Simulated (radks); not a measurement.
# Ru⁺ in [Kr] 4d7: an all-electron calculation

One table from this session's results is given with a row withheld; the runs are named, their logs left out.

Method: Dirac Kohn-Sham, BLYP, spin-unpolarised, spherical densities, finite nucleus; open shells are shared between the two j in proportion to 2j + 1. Code: radks (a radial shooting solver on a logarithmic mesh, Libxc functionals) version 1.

## The atom as given

```
element            : ruthenium (Z = 44)
charge             : +1
electrons          : 43
configuration      : [Kr] 4d7
nuclear rms radius : 4.4809 fm
```

The outer shells:

Ru⁺
```
[Kr] core
4d [↑↓][↑↓][↑ ][↑ ][↑ ]
```

The first run:

The run's settings:

```text
Z 44
configuration [Kr] 4d7 5s0 5p0 4f0 5d0
relativity Dirac
functional b88,lyp
spin unpolarised
j_filling average
nucleus finite rms 4.4809 fm
c 137.035999084
```

Run with:

```bash
python run_ks.py task.json out
```

This one command runs every case of the session in turn.

Among the steps run: Self-consistent calculation.

One of the session's tables, all rows but one given; the rest of the session is left out.

It belongs to the step «Radial structure». From the orbitals of this run (lengths in bohr):

| level | <r> | outermost maximum (interpolated) | 90 % within | nodes |
| --- | --- | --- | --- | --- |
| 1s1/2 | ? | ? | ? | ? |
| 2s1/2 | 0.1453 | 0.123 | 0.225 | 1 |
| 2p1/2 | 0.1236 | 0.0955 | 0.202 | 0 |
| 2p3/2 | 0.1284 | 0.0994 | 0.209 | 0 |
| 3s1/2 | 0.4026 | 0.362 | 0.594 | 2 |
| 3p1/2 | 0.3957 | 0.349 | 0.598 | 1 |
| 3p3/2 | 0.4064 | 0.358 | 0.613 | 1 |
| 3d3/2 | 0.3822 | 0.299 | 0.609 | 0 |
| 3d5/2 | 0.3857 | 0.302 | 0.614 | 0 |
| 4s1/2 | 1.019 | 0.914 | 1.48 | 3 |
| 4p1/2 | 1.107 | 0.966 | 1.64 | 2 |
| 4p3/2 | 1.139 | 0.991 | 1.69 | 2 |
| 4d3/2 | 1.638 | 1.21 | 2.66 | 1 |
| 4d5/2 | 1.660 | 1.22 | 2.70 | 1 |
| 5s1/2 | 3.060 | 2.61 | 4.52 | 4 |
| 5p1/2 | 3.873 | 3.25 | 5.78 | 3 |
| 5p3/2 | 3.974 | 3.35 | 5.93 | 3 |

**Question.** Estimate the row for 1s1/2.

The run gave: <r>: 0.03343; outermost maximum (interpolated): 0.0217; 90 % within: 0.0599; nodes: 0. In the column «<r>» it is the lowest.

To keep in mind: Spin polarisation and multiplet splitting are left out.
